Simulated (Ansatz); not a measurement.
## BFH₅PSi, SMILES FBP[SiH3]: a rigid scan of one bond length, step by step

With the Ansatz DFT code, driven from Python.

The cells in order, each with its output:

In [1]:
```python
import ansatz as az
import numpy as np
```

In [2]:
```python
BASIS = 'cc-pVDZ'
METHOD = 'mp2'
```

In [3]:
```python
system = (
    az.Crystal.molecule()
    .atom('F', (-2.0343, -0.9837, 1.1013))
    .atom('B', (-1.6763, -0.0212, 0.0856))
    .atom('P', (-0.2581, 1.2449, 0.4127))
    .atom('Si', (1.3457, -0.245, 0.1219))
    .atom('H', (-2.2689, 0.0059, -0.9357))
    .atom('H', (-0.2173, 1.7241, -0.9581))
    .atom('H', (1.3548, -1.1814, 1.2556))
    .atom('H', (2.6426, 0.4433, 0.0431))
    .atom('H', (1.1119, -0.9868, -1.1263))
)
```

In [4]:
```python
symbols = [site.symbol for site in system.cartesian_sites]
start = np.array([site.position_ang for site in system.cartesian_sites])
axis = (start[8] - start[3]) / np.linalg.norm(start[8] - start[3])
moving = [8]
lengths, energies = [1.25, 1.35, 1.47, 1.62, 1.84, 2.21, 2.65, 3.24], []
for length in lengths:
    xyz = start.copy()
    xyz[moving] += (length - np.linalg.norm(start[8] - start[3])) * axis
    point = az.Crystal.molecule()
    for symbol, xyz in zip(symbols, xyz):
        point = point.atom(symbol, xyz.tolist())
    calculation = (
        point.calculation()
        .basis(gaussian=BASIS)
        .correlation(METHOD)
    )
    r = calculation.run(threads=1, backend='cpu').report
    energies.append(r['free_energy_ev'])
    print(f'r = {length:6.3f} A  E = {energies[-1]:.5f} eV  <S^2> = {abs(r["mean_field"]["state"]["spin_squared"]):.3f}')
```
```text
r =  1.250 A  E = -20604.90445 eV  <S^2> = 0.000
r =  1.350 A  E = -20605.43860 eV  <S^2> = 0.000
r =  1.470 A  E = -20605.65577 eV  <S^2> = 0.000
r =  1.620 A  E = -20605.53072 eV  <S^2> = 0.000
r =  1.840 A  E = -20604.95242 eV  <S^2> = 0.000
r =  2.210 A  E = -20603.70224 eV  <S^2> = 0.000
r =  2.650 A  E = -20602.38228 eV  <S^2> = 0.000
r =  3.240 A  E = -20601.17701 eV  <S^2> = 0.000
```

In [5]:
```python
print('energy above the lowest point (eV):', [round(e - min(energies), 3) for e in energies])
```
```text
energy above the lowest point (eV): [0.751, 0.217, 0.0, 0.125, 0.703, 1.954, 3.273, 4.479]
```

Notes:
- These settings explore the input space; basis and method may be short of convergence.
- The rest of the molecule is held rigid at a force-field or estimated start geometry, and the basis set is modest; single-reference methods fail as a bond breaks.
- The orbitals are restricted, so S² is zero by construction.
- Toward dissociation an unrestricted state can lie under the restricted one, by tenths of an eV for polar bonds under a functional and by 1 to 2 eV or more for others.
- S² is that of the Hartree-Fock reference.
- Wall time of the script: 8.4 s on 1 thread of Intel(R) Xeon(R) 6975P-C (Granite Rapids), on a shared host, peak memory 0.25 GiB.

(Lines on the test bed's own set-up are left out of the output.)
